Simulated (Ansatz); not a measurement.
# RPA@PBE/cc-pVDZ run of CH5BN2 (SMILES NC1BN1)

Aim: the electronic atomisation energy of CH5BN2 at RPA@PBE/cc-pVDZ, from 5 runs. 

The results are computed with Ansatz 0.2.0.

74 further runs of the same task are left out: 74 set aside as unsound or not needed.

## 1. Starting point

CH5BN2: 9 atoms, total charge 0, spin state singlet. SMILES: `NC1BN1`. The shape is that of a PBE0-D4/def2-TZVP optimisation. This is one conformer, not always the lowest.

Bond lengths: N1–C2 1.431 Å, C2–B3 1.561 Å, C2–N4 1.467 Å, B3–N4 1.341 Å, N1–H5 1.010 Å, N1–H6 1.010 Å, C2–H7 1.092 Å, B3–H8 1.184 Å, N4–H9 1.004 Å. Some angles: N1–C2–B3 121.1°, N1–C2–N4 117.3°, B3–C2–N4 52.5°, C2–B3–N4 60.2°, C2–N4–B3 67.4°, N1–C2–H7 115.1°, B3–C2–H7 121.0°, N4–C2–H7 113.6°, C2–N1–H5 112.4°, C2–N1–H6 112.7°.

## 2. A single-point energy at RPA@PBE/cc-pVDZ

The input, run.yaml:

```yaml
crystal:
  periodic: [false, false, false]
  atoms:
    - symbol: "N"
      position_ang: [0.142900, 1.194400, -0.640600]
    - symbol: C
      position_ang: [-0.364200, -0.077200, -0.222300]
    - symbol: B
      position_ang: [0.591200, -1.194100, 0.303200]
    - symbol: N
      position_ang: [-0.130500, -0.469900, 1.171500]
    - symbol: H
      position_ang: [0.784000, 1.117400, -1.417000]
    - symbol: H
      position_ang: [-0.589900, 1.842600, -0.892400]
    - symbol: H
      position_ang: [-1.366400, -0.317200, -0.582700]
    - symbol: H
      position_ang: [1.414200, -2.039000, 0.194700]
    - symbol: H
      position_ang: [-0.392800, -0.103200, 2.068300]
basis:
  gaussian:
    orbitals: cc-pVDZ
hamiltonian:
  xc: {name: PBE}
correlation:
  method: rpa
  frozen_orbitals: {B: 1, C: 1, H: 0, "N": 1}
accuracy: high
```

Started as:

```bash
$ ansatz run run.yaml --threads 1 --pin off --max-ram 3480MiB --events-out events.jsonl --progress --plain --runs-dir runs
```

The log of the run:

```text
Warning: RAYON_NUM_THREADS=1 ignored (pool sized by the plan → 1); use --threads N
Functional definition: PBE
  name "PBE"
  parameter kappa = 0.804
  parameter beta = 0.06672455060314922
  exchange = pbe_x(kappa = kappa, mu = beta*pi^2/3)
  correlation = pbe_c(beta = beta)
1915 factors; integrals over basis functions are off by at most 3.1e-9 eV
mean field evaluation 1: about -4757.3632 eV, gradient 6.9e1 eV
mean field evaluation 2: about -4757.3546 eV, gradient 6.9e1 eV
mean field evaluation 4: about -4766.2859 eV, gradient 2.3e1 eV
mean field evaluation 8: about -4767.7255 eV, gradient 1.5e-1 eV
mean field evaluation 16: about -4767.7249 eV, gradient 1.1e-5 eV
mean field -4767.72493455 eV, -175.2106596646 hartree, gradient 2.0e-8 eV, S^2 0.000000; 1 other end points of the search recorded, 0 dependent functions left out
4 core orbitals not correlated: weight in the atoms' cores, before any rotation towards them, 1.000 or more for the frozen orbitals, at most 0.000 for the correlated occupied ones
reference -4743.00986844 eV, -174.3023977378 hartree; 11, 11 occupied and 66, 66 virtual orbitals, 1915 factors
Total energy: -4767.10723246 eV, -175.1879595317 hartree
```

It took 9.3 s on 1 thread of Arm Neoverse V2, shared host; peak memory 0.3 GiB.

## 3. The B atom

The input, input.yaml:

```yaml
crystal:
  periodic: [false, false, false]
  atoms:
    - symbol: B
      position_ang: [0.000000, 0.000000, 0.000000]
basis:
  gaussian: {orbitals: cc-pVDZ}
hamiltonian: {xc: pbe}
magnetization: {spin_polarized: true, initial_magnetization: 1}
accuracy: high
correlation: {method: rpa, frozen_orbitals: {B: 1}}
```

Started as:

```bash
$ ansatz run input.yaml --threads 1 --pin off --max-ram 3480MiB --events-out events.jsonl --progress --plain --runs-dir runs
```

The log of the run, shortened:

```text
Warning: RAYON_NUM_THREADS=1 ignored (pool sized by the plan → 1); use --threads N
Functional definition: PBE
  name "PBE"
[...]
96 factors; integrals over basis functions are off by at most 1.0e-9 eV
[...]
mean field -669.59628036 eV, -24.6072094347 hartree, gradient 3.1e-9 eV, S^2 0.752587; 5 other end points of the search recorded, 0 dependent functions left out
1 core orbitals not correlated: weight in the atoms' cores, before any rotation towards them, 1.000 or more for the frozen orbitals, at most 0.000 for the correlated occupied ones
reference -667.44371725 eV, -24.5281041993 hartree; 2, 1 occupied and 11, 12 virtual orbitals, 96 factors
Total energy: -670.36703326 eV, -24.6355340812 hartree
```

Run time: 0.7 s. Hardware: 1 thread of Arm Neoverse V2, shared host.

## 4. The C atom, same level

The input, molecule.yaml:

```yaml
crystal:
  periodic: [false, false, false]
  atoms:
    - {symbol: C, position_ang: [0.000000, 0.000000, 0.000000]}
basis:
  gaussian:
    orbitals: cc-pVDZ
magnetization:
  spin_polarized: true
  initial_magnetization: 2
hamiltonian:
  xc: pbe
correlation:
  method: rpa
  frozen_orbitals: {C: 1}
accuracy: high
```

Run the same way, it converges to -37.81749 Eh (log not shown).

## 5. The H atom at the same level

The input, job.yaml:

```yaml
crystal:
  periodic: [false, false, false]
  atoms:
    - {symbol: H, position_ang: [0.000000, 0.000000, 0.000000]}
basis:
  gaussian: {orbitals: cc-pVDZ}
magnetization: {spin_polarized: true, initial_magnetization: 1}
hamiltonian: {xc: pbe}
correlation: {method: rpa, frozen_orbitals: {H: 0}}
accuracy: high
```

Run the same way, it converges to -0.51276 Eh (log not shown).

## 6. The N atom at the same level

The input, run.yaml:

```yaml
basis:
  gaussian:
    orbitals: cc-pVDZ
crystal:
  periodic: [false, false, false]
  atoms:
    - symbol: "N"
      position_ang: [0.000000, 0.000000, 0.000000]
magnetization:
  spin_polarized: true
  initial_magnetization: 3
hamiltonian:
  xc: pbe
correlation:
  method: rpa
  frozen_orbitals: {"N": 1}
accuracy: high
```

Started as:

```bash
$ ansatz run run.yaml --threads 1 --pin off --max-ram 3480MiB --events-out events.jsonl --progress --plain --runs-dir runs
```

The log of the run:

```text
Warning: RAYON_NUM_THREADS=1 ignored (pool sized by the plan → 1); use --threads N
Functional definition: PBE
  name "PBE"
  parameter kappa = 0.804
  parameter beta = 0.06672455060314922
  exchange = pbe_x(kappa = kappa, mu = beta*pi^2/3)
  correlation = pbe_c(beta = beta)
96 factors; integrals over basis functions are off by at most 1.2e-9 eV
mean field evaluation 1: about -1483.2883 eV, gradient 6.3e0 eV
mean field evaluation 2: about -1483.2874 eV, gradient 6.3e0 eV
mean field evaluation 4: about -1483.4881 eV, gradient 1.2e-2 eV
mean field evaluation 8: about -1483.4880 eV, gradient 1.9e-4 eV
mean field -1483.48804930 eV, -54.5171802673 hartree, gradient 1.0e-8 eV, S^2 3.751309; 0 other end points of the search recorded, 0 dependent functions left out
1 core orbitals not correlated: weight in the atoms' cores, before any rotation towards them, 1.000 or more for the frozen orbitals, at most 0.000 for the correlated occupied ones
reference -1480.02633686 eV, -54.3899646819 hartree; 4, 1 occupied and 9, 12 virtual orbitals, 96 factors
Total energy: -1483.91497657 eV, -54.5328695553 hartree
```

Wall time 0.26 s (1 thread of Arm Neoverse V2, shared host).

## 7. Outcome

Level: RPA@PBE/cc-pVDZ, 4 core orbitals frozen.

| quantity | value |
| --- | --- |
| molecule: total energy | -175.18796 Eh |
| molecule: RPA correlation energy (valence) | -885.6 mEh |
| B atom: total energy | -24.63553 Eh |
| B atom: RPA correlation energy (valence) | -107.4 mEh |
| B atom: ⟨S²⟩ of the reference determinant | 0.753 |
| C atom: total energy | -37.81749 Eh |
| C atom: RPA correlation energy (valence) | -133.1 mEh |
| C atom: ⟨S²⟩ of the reference determinant | 2.002 |
| H atom: total energy | -0.51276 Eh |
| H atom: RPA correlation energy | -13.5 mEh |
| H atom: ⟨S²⟩ of the reference determinant | 0.750 |
| N atom: total energy | -54.53287 Eh |
| N atom: RPA correlation energy (valence) | -142.9 mEh |
| N atom: ⟨S²⟩ of the reference determinant | 3.751 |
| electronic atomisation energy | 30.079 eV |

**Reading.** Taking the molecule apart into free atoms costs 30.08 eV (2902 kJ/mol), before zero-point energy and without spin-orbit coupling.
